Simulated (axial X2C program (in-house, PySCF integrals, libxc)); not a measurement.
# A two-component session on CoCl: properties at the nuclei

Aim: properties at the nuclei of CoCl, with spin–orbit coupling in the Hamiltonian from the start.

Computed with an in-house X2C program for linear molecules on PySCF integrals. Level: two-component X2C with atomic mean-field terms, Co dyall-acv3z, Cl dyall-av3z.

All values are calculated.

## 1. Input

File task.json:

```json
{
 "zs": [
  27,
  17
 ],
 "q": 0,
 "bas": [
  "dyall-acv3z",
  "dyall-av3z"
 ],
 "r0": 2.1,
 "levels": [
  "PBE0",
  "HF",
  "B3LYP"
 ],
 "nst": 1,
 "ff": 1,
 "thr": -3.5,
 "nmax": 130,
 "opt": {
  "ecut": 60
 }
}
```

Keys: zs atomic numbers; q charge; bas basis sets; r0 starting distance in Å; levels methods (HF also brings MP2); nst determinants followed; ff finite-field run; thr threshold in hartree for freezing inner shells (an s shell follows its p shell); nmax most natural virtual spinors; ecut virtual cutoff in hartree.

The run is started by

```console
python soeom.py task.json out
```

Further steps of the session: Expectation values, lowest determinant; Finite-field coupled cluster.

**Question.** What will these runs give? Wanted: lowest determinant; Eeff magnitude; Ws magnitude Co; A∥/gI Co; qzz Co (for each run or level that gives them).

**Answer**, as computed:

| quantity | value |
| --- | --- |
| lowest determinant | Ω = 1 (excess of +ω over −ω: ω = -1/2, ω = 3/2) |
| Eeff magnitude (GV/cm), PBE0 | 0.29 |
| Ws magnitude Co (kHz), PBE0 | 0.0709 |
| A∥/gI Co (MHz), PBE0 | 14.4 |
| qzz Co (a.u.), PBE0 | 2.65 |
| Eeff magnitude (GV/cm), CCSD(T) | 0.298 |
| Ws magnitude Co (kHz), CCSD(T) | 0.0767 |
| A∥/gI Co (MHz), CCSD(T) | -47.9 |
| qzz Co (a.u.), CCSD(T) | 2.21 |

What this shows: In the first state, the effective field runs from 0.221 to 0.29 GV/cm over the mean-field levels. The expectation values come from single determinants, which for open shells can mix terms of unlike spin or miss the lowest Ω, so a determinant need not be a state. Eeff is the effective electric field on the electron dipole moment in this Ω state and Ws the scalar–pseudoscalar constant (defined with the proton number Z and per Ω); A∥ is the parallel hyperfine constant, which follows by multiplying with the nuclear g factor gI = μI/(I μN); qzz is the electric field gradient, eQq0 = 234.96 MHz × Q/barn × qzz; μ is positive if Cl is the positive end. The operators were transformed with the bare-nucleus X2C matrices. Correlation of the inner shells is missing, which matters for properties at the nucleus.
